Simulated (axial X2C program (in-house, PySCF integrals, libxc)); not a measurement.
# CaB⁺: from the state search to constants

Aim: find the lowest determinant of CaB⁺, scan the bond at several levels and fit the constants, once spin-free and once with spin–orbit coupling.

Program: an in-house X2C program for linear molecules on PySCF integrals. Level of theory: all-electron X2C, Ca dyall-cv3z, B dyall-v3z. These are calculated values, not measurements.

## (1) The job

File task.json:

```json
{
 "zs": [
  20,
  5
 ],
 "q": 1,
 "bas": [
  "dyall-cv3z",
  "dyall-v3z"
 ],
 "levels": [
  "PBE0",
  "HF",
  "r2SCAN0"
 ],
 "cc": true,
 "r0": 2.56,
 "thr": -2.0,
 "nmax": 90,
 "npts": 10,
 "nst": 2,
 "ntry": 6
}
```

Keys: zs atomic numbers; q charge; bas basis sets; levels methods (HF also brings MP2); cc coupled cluster on or off; r0 starting distance in Å; thr threshold in hartree for freezing inner shells (an s shell follows its p shell); nmax most natural virtual spinors; npts points asked for on the curve; nst determinants followed; ntry starts of the search.

The run is started by

```sh
$ python so2c.py task.json out
```

Spin-free means the one-electron spin-free X2C Hamiltonian; two-component (2c) means X2C with spin–orbit coupling and atomic mean-field two-electron Coulomb and Gaunt terms. Basis: Ca dyall-cv3z contracted to [11s12p6d4f], B dyall-v3z contracted to [7s6p2d1f]; Gaussian nuclei, density fitting. Masses: Ca 39.963 u, B 11.009 u.

Notation: σ, π±, δ± give the projection m of an orbital's angular momentum (0, ±1, ±2), α and β its spin, Λ and M_S the sums; ω is the projection of a spinor's total angular momentum and Ω the sum. Logs are in hartree.

The results follow Hamiltonian by Hamiltonian and level by level.

## (2) State search with PBE0

PBE0 moves the distance from 2.560 Å to 2.447 Å and compares determinants there.

Spin-free determinants:

| ΔE (eV) | state | open shells |
| --- | --- | --- |
| 0.00 | M_S = 1, Λ = 1 | beyond closed shells: σα, π+α |
| 0.28 | M_S = 0, Λ = 1 | beyond closed shells: σα, π+β |
| 0.46 | M_S = 1, Λ = 0 | beyond closed shells: π+α, π-α |
| 0.73 | M_S = 0, Λ = 0 | closed shell |
| 1.17 | M_S = 1, Λ = 0 | beyond closed shells: 2 × σα |
| 1.21 | M_S = 0, Λ = 0 | beyond closed shells: π+β, π-α |
| 1.21 | M_S = 0, Λ = 2 | beyond closed shells: π+α, π+β |

Two-component determinants:

```tsv
ΔE (eV)	state	open shells
0.00	Ω = 2	excess of +ω over −ω: ω = 1/2, ω = 3/2
0.28	Ω = 1	excess of +ω over −ω: 2 × ω = 1/2
0.28	Ω = 1	excess of +ω over −ω: ω = -1/2, ω = 3/2
0.73	Ω = 0	closed shell
1.21	Ω = 0	closed shell
2.73	Ω = 3	excess of +ω over −ω: ω = 1/2, ω = 5/2
2.76	Ω = 2	excess of +ω over −ω: ω = -1/2, ω = 5/2
```

## (3) PBE0, spin-free

State followed: M_S = 1, Λ = 1 (beyond closed shells: σα, π+α). The scan is laid around 2.447 Å, a first estimate of the minimum, and this SCF restarts from the orbitals of the search.

The SCF at the reference distance of 2.447 Å:

```text
spin-free X2C-1e  PBE0
basis functions 147  fitting functions 607  grid points 5086
iter        total energy     max residual
   1       -704.737668707     1.73e-05
   2       -704.737668732     2.66e-05
   3       -704.737668740     7.96e-06
   4       -704.737668747     1.66e-06
   5       -704.737668747     4.00e-07
converged
one-electron -1001.82820782  Coulomb 315.40715283  exact exchange -9.79624658  xc functional -30.14591729  nuclear repulsion 21.62555010
```

Along the bond, energies from the lowest point:

```tsv
R (Å)	E (eV)	μ (D)	HOMO (eV)	LUMO (eV)	iterations
2.129	0.4586	-5.17	-10.09	-7.93	11
2.227	0.1948	-5.35	-9.90	-7.74	10
2.300	0.0785	-5.46	-9.74	-7.61	10
2.374	0.0174	-5.55	-9.60	-7.49	10
2.447	0.0000	-5.62	-9.48	-7.39	5
2.533	0.0224	-5.67	-9.35	-7.29	11
2.618	0.0789	-5.69	-9.24	-7.20	12
2.728	0.1852	-5.67	-9.13	-7.12	12
2.863	0.3438	-5.56	-9.03	-7.17	13
3.059	0.5873	-5.21	-8.96	-7.26	14
```

Dipoles are positive if B is the positive end and refer to the centre of mass.

Outer orbitals at the reference distance:

```
symmetry  occupied  ε (eV)              atomic character
      σα       yes  -15.69   68% B s, 11% Ca p, 10% Ca d
      σβ       yes  -13.71   61% B s, 12% Ca p, 11% Ca s
      σα       yes  -10.01    70% B p, 16% Ca s, 8% Ca d
     π+α       yes   -9.48    67% B p, 25% Ca d, 6% Ca p
     π-α        no   -7.39    60% B p, 30% Ca d, 7% Ca p
      σα        no   -7.01  55% Ca s, 17% Ca p, 17% Ca d
      σβ        no   -6.90   63% Ca s, 15% Ca p, 15% B p
     π-β        no   -6.36    48% B p, 44% Ca d, 6% Ca p
```

PBE0 fields in the half plane through the axis: z from -2.4 to 4.8 Å across, distance from the axis 0.15 to 2.25 Å upwards; Ca lies at z = 0 and B at z = 2.447 Å; the ELF is damped to zero where the density is low.

log10 density (e/bohr³). Ten even steps from '0' (-4.72 ) to '9' (1.38 ):
```
0000111111222222222111000
0011111122223333332221100
0111222223333333333322110
1122233343344444444332211
1223344555444445554433221
1223445666555555555443321
1233456777655556665544322
2233467797765566876544322
```

ELF. Ten even steps from '0' (0.00 ) to '9' (1.00 ):
```
0000000000122211000000000
0000000000134432222110000
0000000000036655444432000
0011000000016776667765200
0111012453115888788887510
0221136888414898789998730
1221268868723894029999851
1222378181833880937999861
```

Re = 2.444 Å, ωe = 449 cm⁻¹, ωexe = 2.98 cm⁻¹, Be = 0.3269 cm⁻¹, De = 1.27 eV, μ = -5.62 D.

## (4) HF, spin-free

The SCF at the reference distance of 2.447 Å:

```text
spin-free X2C-1e  HF
basis functions 147  fitting functions 607  grid points 5086
iter        total energy     max residual
   1       -703.980491193     1.35e-01
   2       -703.996304540     5.68e-03
   3       -703.998145733     4.04e-03
   4       -703.998686224     2.19e-03
   5       -703.998974448     1.38e-03
   6       -703.999104051     6.59e-04
   7       -703.999134581     2.22e-04
   8       -703.999138571     1.24e-04
   9       -703.999140254     9.32e-05
  10       -703.999141036     4.26e-05
  11       -703.999141215     9.45e-06
  12       -703.999141230     5.19e-06
  13       -703.999141233     2.59e-06
  14       -703.999141234     6.04e-07
converged
one-electron -1001.07558506  Coulomb 314.67276906  exact exchange -39.22187534  xc functional 0.00000000  nuclear repulsion 21.62555010
```

No constants are quoted: the solution changes its character somewhere along the scan, so the fit is set aside.

## (5) r2SCAN0, spin-free

Output at 2.447 Å:

```text
spin-free X2C-1e  r2SCAN0
basis functions 147  fitting functions 607  grid points 5086
iter        total energy     max residual
   1       -704.885794962     2.21e-02
   2       -704.887411966     2.42e-03
   3       -704.887444067     2.29e-03
   4       -704.887541543     5.86e-04
   5       -704.887550573     1.51e-04
   6       -704.887553374     4.66e-05
   7       -704.887553581     1.61e-05
   8       -704.887553614     1.10e-05
   9       -704.887553625     3.78e-06
  10       -704.887553625     9.20e-07
converged
one-electron -1001.80649320  Coulomb 315.40498074  exact exchange -9.80246928  xc functional -30.30912198  nuclear repulsion 21.62555010
```

Re = 2.440 Å, ωe = 460 cm⁻¹, ωexe = 2.82 cm⁻¹, Be = 0.328 cm⁻¹, De = 1.17 eV, μ = -6.09 D.

## (6) MP2 and beyond, spin-free

Correlated methods: 12 electrons correlated (frozen shells, counted by type: Ca 2 s, 1 p; B 1 s), 230 virtual spinors in MP2, 90 natural virtuals in coupled cluster.

Output of the correlated part at 2.447 Å:

```text
correlated 12  virtual 230  natural virtual 90  E(MP2) -0.311547144  MP2 remainder -0.009922471
iter   CCSD correlation   residual
   1     -0.328451700   1.16e-01
   2     -0.337658239   4.83e-02
   3     -0.338552704   2.14e-02
   4     -0.338808886   1.16e-02
   5     -0.338989592   4.53e-03
   6     -0.339029524   1.72e-03
   7     -0.339037418   6.41e-04
   8     -0.339036541   2.44e-04
   9     -0.339035402   1.19e-04
  10     -0.339035759   5.06e-05
  11     -0.339035748   2.32e-05
  12     -0.339035870   1.02e-05
  13     -0.339035908   4.62e-06
  14     -0.339035965   2.18e-06
  15     -0.339035990   1.11e-06
  16     -0.339036008   5.43e-07
(T) -0.010814082  T1 0.0291  D1 0.0738  max T2 0.105
```

T1 in the output is the amplitude norm over the root of the electron number; divide by √2 for the Lee–Taylor value.

MP2: No constants are quoted: the reference changes its character somewhere along the scan, so the fit is set aside.

CCSD: No constants are quoted: the reference changes its character somewhere along the scan, so the fit is set aside.

CCSD(T): No constants are quoted: the reference changes its character somewhere along the scan, so the fit is set aside.

## (7) A higher determinant, spin-free

State: M_S = 0, Λ = 1 (beyond closed shells: σα, π+β).

Output at the reference distance:

```text
spin-free X2C-1e  PBE0
basis functions 147  fitting functions 607  grid points 5086
iter        total energy     max residual
   1       -704.727204147     8.15e-06
   2       -704.727204151     8.28e-06
   3       -704.727204153     3.74e-06
converged
one-electron -1001.81391774  Coulomb 315.39239595  exact exchange -9.79236320  xc functional -30.13886926  nuclear repulsion 21.62555010
```

```tsv
R (Å)	E above the lowest PBE0 point (eV)
2.129	0.719
2.227	0.466
2.300	0.356
2.374	0.299
2.447	0.285
2.533	0.309
2.618	0.364
2.728	0.466
2.863	0.612
```

Re = 2.439 Å, ωe = 443 cm⁻¹, ωexe = 3.42 cm⁻¹, Be = 0.3282 cm⁻¹, μ = -5.54 D. ⟨S²⟩ = 1.01 against 0.00 for a pure state, so this determinant mixes spins. Te = 0.28 eV.

## (8) The spin-free curves together

Energy (eV) of the followed determinant, spin-free, from each level's lowest point:

```tsv
R (Å)	PBE0	HF (jumps)	MP2 (its reference jumps)	CCSD (its reference jumps)	CCSD(T) (its reference jumps)	r2SCAN0
2.129	0.459	0.683	0.498	n/a	n/a	0.463
2.227	0.195	0.327	0.215	0.247	0.245	0.194
2.300	0.079	0.158	0.090	0.111	0.111	0.077
2.374	0.017	0.056	0.022	0.033	0.034	0.016
2.447	0.000	0.006	0.000	0.000	0.000	0.000
2.533	0.022	0.000	0.018	0.004	0.002	0.026
2.618	0.079	0.033	0.068	0.039	0.036	0.087
2.728	0.185	0.101	0.164	0.109	0.107	0.200
2.863	0.344	0.166	0.326	n/a	n/a	0.369
3.059	0.587	0.218	0.483	n/a	n/a	0.625
```

## (9) PBE0, 2c

State followed: Ω = 2 (excess of +ω over −ω: ω = 1/2, ω = 3/2). The scan is laid around 2.447 Å, a first estimate of the minimum, and this SCF restarts from the orbitals of the search.

Output at 2.447 Å:

```text
two-component X2C + atomic mean field  PBE0
basis functions 147  fitting functions 607  grid points 5086
iter        total energy     max residual
   1       -704.602242289     2.07e-06
   2       -704.602242289     3.20e-06
converged
one-electron -1001.47938472  Coulomb 315.32108720  exact exchange -9.79373729  xc functional -30.13817410  nuclear repulsion 21.62555010  atomic mean-field constant -0.13758348
```

Along the bond, energies from the lowest point:

```tsv
R (Å)	E (eV)	μ (D)	HOMO (eV)	LUMO (eV)	iterations
2.129	0.4588	-5.17	-10.09	-7.93	11
2.227	0.1949	-5.35	-9.90	-7.74	10
2.300	0.0786	-5.46	-9.74	-7.61	10
2.374	0.0174	-5.55	-9.60	-7.50	10
2.447	0.0000	-5.62	-9.48	-7.40	2
2.533	0.0224	-5.67	-9.35	-7.29	11
2.618	0.0788	-5.69	-9.24	-7.20	12
2.728	0.1851	-5.67	-9.13	-7.12	12
2.863	0.3436	-5.56	-9.02	-7.17	13
3.059	0.5872	-5.21	-8.96	-7.26	14
```

Dipoles are positive if B is the positive end and refer to the centre of mass.

Outer spinors at the reference distance:

```tsv
ω	occupied	ε (eV)	atomic character	λ mixture
1/2	yes	-15.69	68% B s, 11% Ca p, 10% Ca d	100% σ
-1/2	yes	-13.71	61% B s, 12% Ca p, 11% Ca s	100% σ
1/2	yes	-10.01	70% B p, 16% Ca s, 8% Ca d	100% σ
3/2	yes	-9.48	67% B p, 25% Ca d, 6% Ca p	100% π
-1/2	no	-7.40	60% B p, 30% Ca d, 7% Ca p	100% π
1/2	no	-7.01	55% Ca s, 17% Ca p, 17% Ca d	100% σ
-1/2	no	-6.90	63% Ca s, 15% Ca p, 15% B p	100% σ
1/2	no	-6.36	48% B p, 44% Ca d, 6% Ca p	100% π
```

PBE0 fields in the half plane through the axis: z from -2.4 to 4.8 Å across, distance from the axis 0.15 to 2.25 Å upwards; Ca lies at z = 0 and B at z = 2.447 Å; the ELF is damped to zero where the density is low.

log10 density (e/bohr³). Ten even steps from ' ' (-4.72 ) to '@' (1.38 ):
```
        ............::::::::::::::::::......      
    ............::::::::------------::::::....    
  ......::::::::::----------------------::::....  
....::::::------==----================----::::....
..::::----====++++++==========++++++====----::::..
..::::--====++******++++++++++++++++++====----::..
..::----==++**######**++++++++******++++====--::::
::::----==**####@@####**++++****%%##**++====--::::
```

ELF. Ten even steps from ' ' (0.00 ) to '@' (1.00 ):
```
                    ..::::::....                  
                    ..--====--::::::::....        
                      --****++++========--::      
    ....              ..**####******####**++::    
  ......  ..::==++--....++%%%%%%##%%%%%%%%##++..  
  ::::....--**%%%%%%==..==%%@@%%##%%@@@@@@%%##--  
..::::..::**%%%%**%%##::--%%@@==  ::@@@@@@@@%%++..
..::::::--##%%..%%..%%----%%%%  @@--##@@@@@@%%**..
```

Re = 2.444 Å, ωe = 449 cm⁻¹, ωexe = 2.97 cm⁻¹, Be = 0.3268 cm⁻¹, De = 1.27 eV, μ = -5.62 D.

## (10) HF, 2c

The SCF at the reference distance of 2.447 Å:

```text
two-component X2C + atomic mean field  HF
basis functions 147  fitting functions 607  grid points 5086
iter        total energy     max residual
   1       -703.845280069     1.35e-01
   2       -703.861103768     5.69e-03
   3       -703.862948449     4.05e-03
   4       -703.863490098     2.20e-03
   5       -703.863779299     1.38e-03
   6       -703.863909626     6.61e-04
   7       -703.863940503     2.23e-04
   8       -703.863944548     1.24e-04
   9       -703.863946254     9.35e-05
  10       -703.863947044     4.26e-05
  11       -703.863947225     9.44e-06
  12       -703.863947240     5.17e-06
  13       -703.863947243     2.59e-06
  14       -703.863947244     6.05e-07
converged
one-electron -1000.72505216  Coulomb 314.58494676  exact exchange -39.21180847  xc functional 0.00000000  nuclear repulsion 21.62555010  atomic mean-field constant -0.13758348
```

No constants are quoted: the solution changes its character somewhere along the scan, so the fit is set aside.

## (11) r2SCAN0, 2c

The SCF at the reference distance of 2.447 Å:

```text
two-component X2C + atomic mean field  r2SCAN0
basis functions 147  fitting functions 607  grid points 5086
iter        total energy     max residual
   1       -704.750350838     2.21e-02
   2       -704.751967329     2.43e-03
   3       -704.751998909     2.30e-03
   4       -704.752097234     5.84e-04
   5       -704.752106232     1.50e-04
   6       -704.752109019     4.63e-05
   7       -704.752109225     1.62e-05
   8       -704.752109258     1.11e-05
   9       -704.752109268     3.83e-06
  10       -704.752109269     9.19e-07
converged
one-electron -1001.45746301  Coulomb 315.31869138  exact exchange -9.79995580  xc functional -30.30134846  nuclear repulsion 21.62555010  atomic mean-field constant -0.13758348
```

Re = 2.440 Å, ωe = 459 cm⁻¹, ωexe = 2.82 cm⁻¹, Be = 0.328 cm⁻¹, De = 1.17 eV, μ = -6.08 D.

## (12) MP2 and beyond, 2c

Correlated methods: 12 electrons correlated (frozen shells, counted by type: Ca 2 s, 1 p; B 1 s), 230 virtual spinors in MP2, 90 natural virtuals in coupled cluster.

Output of the correlated part at 2.447 Å:

```text
correlated 12  virtual 230  natural virtual 90  E(MP2) -0.311655355  MP2 remainder -0.009922043
iter   CCSD correlation   residual
   1     -0.328556496   1.16e-01
   2     -0.337764092   4.83e-02
   3     -0.338661796   2.14e-02
   4     -0.338918130   1.16e-02
   5     -0.339098871   4.53e-03
   6     -0.339138876   1.72e-03
   7     -0.339146787   6.41e-04
   8     -0.339145937   2.43e-04
   9     -0.339144801   1.19e-04
  10     -0.339145155   5.05e-05
  11     -0.339145142   2.32e-05
  12     -0.339145262   1.02e-05
  13     -0.339145301   4.62e-06
  14     -0.339145357   2.18e-06
  15     -0.339145381   1.11e-06
  16     -0.339145399   5.41e-07
(T) -0.010826391  T1 0.0291  D1 0.0737  max T2 0.105
```

MP2: No constants are quoted: the reference changes its character somewhere along the scan, so the fit is set aside.

CCSD: No constants are quoted: the reference changes its character somewhere along the scan, so the fit is set aside.

CCSD(T): No constants are quoted: the reference changes its character somewhere along the scan, so the fit is set aside.

## (13) A higher determinant, 2c

State: Ω = 1 (excess of +ω over −ω: 2 × ω = 1/2).

Output at the reference distance:

```text
two-component X2C + atomic mean field  PBE0
basis functions 147  fitting functions 607  grid points 5086
iter        total energy     max residual
   1       -704.591901765     4.28e-06
   2       -704.591901767     2.49e-06
   3       -704.591901768     2.35e-06
converged
one-electron -1001.46555823  Coulomb 315.30665232  exact exchange -9.78984914  xc functional -30.13111333  nuclear repulsion 21.62555010  atomic mean-field constant -0.13758348
```

```tsv
R (Å)	E above the lowest PBE0 point (eV)
2.129	0.715
2.227	0.462
2.300	0.352
2.374	0.296
2.447	0.281
2.533	0.305
2.618	0.361
2.728	0.463
2.863	0.609
```

Re = 2.439 Å, ωe = 443 cm⁻¹, ωexe = 3.41 cm⁻¹, Be = 0.3283 cm⁻¹, μ = -5.54 D. Te = 0.28 eV.

## (14) The 2c curves together

Energy (eV) of the followed determinant, 2c, from each level's lowest point:

```tsv
R (Å)	PBE0	HF (jumps)	MP2 (its reference jumps)	CCSD (its reference jumps)	CCSD(T) (its reference jumps)	r2SCAN0
2.129	0.459	0.684	0.499	n/a	n/a	0.463
2.227	0.195	0.328	0.215	0.247	0.245	0.194
2.300	0.079	0.158	0.090	0.111	0.111	0.077
2.374	0.017	0.056	0.022	0.033	0.034	0.016
2.447	0.000	0.006	0.000	0.000	0.000	0.000
2.533	0.022	0.000	0.018	0.004	0.002	0.026
2.618	0.079	0.033	0.068	0.039	0.036	0.087
2.728	0.185	0.101	0.164	0.109	0.106	0.200
2.863	0.344	0.165	0.325	n/a	n/a	0.369
3.059	0.587	0.218	0.483	n/a	n/a	0.625
```

The whole job took 1.8 min on 1 thread of Arm Neoverse V2, shared host.

## (15) Results

Lowest determinant that the search found at its distance, spin-free: M_S = 1, Λ = 1 (beyond closed shells: σα, π+α).

Lowest determinant that the search found at its distance, 2c: Ω = 2 (excess of +ω over −ω: ω = 1/2, ω = 3/2).

```tsv
Hamiltonian	level	Re (Å)	ωe (cm⁻¹)	De (eV)	μ (D)
spin-free	PBE0	2.444	449	1.27	-5.62
spin-free	r2SCAN0	2.440	460	1.17	-6.09
2c	PBE0	2.444	449	1.27	-5.62
2c	r2SCAN0	2.440	459	1.17	-6.08
```

Dipoles are positive if B is the positive end and refer to the centre of mass. No constants: spin-free HF (the solution changes its character somewhere along the scan, so the fit is set aside); spin-free MP2 (the reference changes its character somewhere along the scan, so the fit is set aside); spin-free CCSD (the reference changes its character somewhere along the scan, so the fit is set aside); spin-free CCSD(T) (the reference changes its character somewhere along the scan, so the fit is set aside); 2c HF (the solution changes its character somewhere along the scan, so the fit is set aside); 2c MP2 (the reference changes its character somewhere along the scan, so the fit is set aside); 2c CCSD (the reference changes its character somewhere along the scan, so the fit is set aside); 2c CCSD(T) (the reference changes its character somewhere along the scan, so the fit is set aside).

Time per point (s) on 1 thread of Arm Neoverse V2, shared host (2c runs); the times are rough: PBE0 0.3, r2SCAN0 0.58.

**Reading.** At PBE0, going from spin-free to two-component changes Re by 0 mÅ, ωe by 0.0 %; the spin-free picture holds up (part of it comes from the scalar share of the two-electron terms). De moves by 0.00 eV; both De rest on single-determinant atoms, which can miss part of an open shell's spin–orbit lowering.

De refers to Ca+ + B, each in the lowest determinant found, which need not be this curve's own limit. Each curve is one determinant whose occupation by symmetry is held fixed; it was picked as the lowest of a PBE0 search that is not exhaustive. Dissociation energies refer to the lowest single-determinant-based atoms at the same level and basis. Density functionals use the spin component along the axis (collinear). The meta-GGAs lack a current-density term, which matters for open shells with orbital currents, atoms included. With several unpaired electrons one determinant need not be a pure state.
